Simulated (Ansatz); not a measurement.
# C2H6OS2Si: the cost of one run

Method: RKS PBE0-D4/def2-SVP, in Ansatz 0.2.0.

### 1 Starting point

Bond lengths: O1–C2 1.350 Å, C2–S3 1.730 Å, C2–C4 1.385 Å, C4–Si5 1.830 Å, C4–S6 1.772 Å, O1–H7 0.940 Å, S3–H8 1.403 Å, Si5–H9 1.516 Å, Si5–H10 1.507 Å, Si5–H11 1.480 Å, S6–H12 1.359 Å. Angles (14 of 15 angles, heavy atoms first): O1–C2–S3 111.0°, O1–C2–C4 121.9°, S3–C2–C4 127.0°, C2–C4–Si5 125.5°, C2–C4–S6 118.6°, Si5–C4–S6 115.2°, C2–O1–H7 107.6°, C2–S3–H8 97.4°, C4–Si5–H9 114.4°, C4–Si5–H10 111.5°, C4–Si5–H11 110.8°, C4–S6–H12 99.5°, H9–Si5–H10 105.3°, H9–Si5–H11 107.2°.

Structure file:

```xyz
12

O    -0.8262   -0.4479   -2.3418
C    -0.4853   -0.5975   -1.0446
S    -0.6333   -2.2491   -0.5515
C     0.0017    0.4568   -0.2895
Si    0.4395    0.3799    1.4859
S    -0.0183    2.0842   -0.9915
H    -1.1318   -1.2803   -2.6534
H     0.5172   -2.3031    0.2489
H    -0.7419    0.1851    2.4155
H     1.1010    1.6534    1.9466
H     1.3876   -0.7261    1.7456
H     0.4667    2.7896    0.0638
```

### 2 End point A

input.yaml

```yaml
crystal:
  periodic: [false, false, false]
  atoms:
    - { symbol: O, position_ang: [-0.8262, -0.4479, -2.3418] }
    - { symbol: C, position_ang: [-0.4853, -0.5975, -1.0446] }
    - { symbol: S, position_ang: [-0.6333, -2.2491, -0.5515] }
    - { symbol: C, position_ang: [0.0017, 0.4568, -0.2895] }
    - { symbol: Si, position_ang: [0.4395, 0.3799, 1.4859] }
    - { symbol: S, position_ang: [-0.0183, 2.0842, -0.9915] }
    - { symbol: H, position_ang: [-1.1318, -1.2803, -2.6534] }
    - { symbol: H, position_ang: [0.5172, -2.3031, 0.2489] }
    - { symbol: H, position_ang: [-0.7419, 0.1851, 2.4155] }
    - { symbol: H, position_ang: [1.101, 1.6534, 1.9466] }
    - { symbol: H, position_ang: [1.3876, -0.7261, 1.7456] }
    - { symbol: H, position_ang: [0.4667, 2.7896, 0.0638] }
basis:
  gaussian: { orbitals: def2-SVP }
hamiltonian:
  xc: pbe0
  dispersion: d4
relax:
  f_tol: 0.02
  max_steps: 50
```

Launch:

```
> ansatz run input.yaml --threads 2 --pin off --max-ram 3072MiB --backend cpu --events-out ev --progress --plain --runs-dir out
```

**Question.** How long does this run take on 2 threads of Arm Neoverse V1, shared host, and how much memory does it need?

About 90 s, with a peak of 0.33 GiB.
